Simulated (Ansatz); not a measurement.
# C2H8N2OSi: the cost of one run

Computed with Ansatz 0.2.0 through its Python package. The levels of theory stand in the script.

### 1 The structure

Bond lengths: C1–C2 1.499 Å, C2–O3 1.227 Å, C2–Si4 1.889 Å, Si4–N5 1.692 Å, Si4–N6 1.698 Å, C1–H7 1.093 Å, C1–H8 1.094 Å, C1–H9 1.093 Å, Si4–H10 1.473 Å, N5–H11 1.018 Å, N5–H12 1.017 Å, N6–H13 1.021 Å, N6–H14 1.018 Å. Angles (14 of 21 angles, heavy atoms first): C1–C2–O3 124.4°, C1–C2–Si4 118.4°, O3–C2–Si4 117.2°, C2–Si4–N5 115.8°, C2–Si4–N6 114.3°, N5–Si4–N6 94.6°, C2–C1–H7 110.3°, C2–C1–H8 109.3°, C2–C1–H9 110.2°, C2–Si4–H10 114.6°, N5–Si4–H10 108.2°, N6–Si4–H10 107.4°, Si4–N5–H11 105.4°, Si4–N5–H12 107.3°.

The script holds or builds the structure itself.

### 2 The code

Input file disp_c2h8n2osi.py:

```python
# -*- coding: utf-8 -*-
"""Dispersion corrections for C2H8N2OSi."""

import ansatz as az


def main():
    geometry_ang = [
        ("C", (1.7731, 1.1402, 0.8326)),
        ("C", (0.455, 1.0713, 0.1228)),
        ("O", (-0.2462, 2.0445, -0.1346)),
        ("Si", (-0.189, -0.6216, -0.413)),
        ("N", (-0.8448, -1.5832, 0.8157)),
        ("N", (-1.6218, -0.5679, -1.3228)),
        ("H", (2.5656, 0.7309, 0.2002)),
        ("H", (2.0112, 2.1856, 1.0508)),
        ("H", (1.7225, 0.5921, 1.7772)),
        ("H", (0.781, -1.4364, -1.1653)),
        ("H", (-1.2648, -2.3798, 0.3404)),
        ("H", (-1.6414, -1.0818, 1.2005)),
        ("H", (-2.1288, 0.2641, -1.0175)),
        ("H", (-1.3714, -0.358, -2.2871)),
    ]
    mol = az.Crystal.molecule()
    for symbol, xyz in geometry_ang:
        mol = mol.atom(symbol, xyz)

    calculation = mol.calculation().basis(gaussian="def2-SVP")
    for name in ["r2scan", "pbe"]:
        for correction in ("d3bj", "d4"):
            rep = calculation.functional(name, dispersion=correction).run(threads=1, pin="off").report
            print(f"{name:8s} {correction:5s} total {rep['free_energy_ev']:.5f} eV, of which dispersion {1000 * rep['dispersion']['energy']['ev']:.2f} meV")


if __name__ == "__main__":
    main()
```

### 3 Launch

Run with:

```sh
$ python disp_c2h8n2osi.py
```

**Question.** How long does this script take on 1 thread of Arm Neoverse V1, shared host, and how much memory does it need?

About 28 s, with a peak of 0.25 GiB.
